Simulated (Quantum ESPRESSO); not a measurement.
# GaF: zone-centre phonons and dielectric response under several settings

```
Ga F
1.0
     0.00000    2.84624    2.84624
     2.84624    0.00000    2.84624
     2.84624    2.84624    0.00000
Ga F
1 1
Direct
  0.25000 0.25000 0.25000
  0.00000 0.00000 0.00000
```

The cell was built by a generator and needn't be a form met in nature.

All runs used Quantum ESPRESSO 7.5; k mesh 4 × 4 × 4, shifted; given cell, atoms relaxed; no spin polarisation; occupations smeared at first, fixed for the response.

```tsv
level	potentials	cutoff (eV)	lowest optical mode without the field (cm⁻¹)	ε∞ (mean)	ε0 (mean)	Born charge of atom 1 (e)	sum of the Born charges (e)
PBE	JTH 2.0 PBE	707	64	3.86	43.0	1.50	0.00
PBE	GBRV 1.5 PBE	612	?	?	?	?	?
PBE	SPMS 1.0 PBE	952	65	3.84	41.5	1.50	0.00
PBE	PseudoDojo 0.4.1 SR PBE standard	1143	64	3.84	43.5	1.50	0.00
PBE	SSSP 1.3 efficiency PBE	952	64	3.86	42.7	1.50	0.00
PBE	Ansatz NC SR PBE	1320	64	3.86	42.7	1.50	0.00
```

Problem. What stands in the row left open?

Solution. Lowest optical mode without the field 64 cm⁻¹; ε∞ 3.86; ε0 43.9; Born charge of atom 1 1.51 e; sum of the Born charges 0.01 e.

The runs don't all hold the same shells in valence.
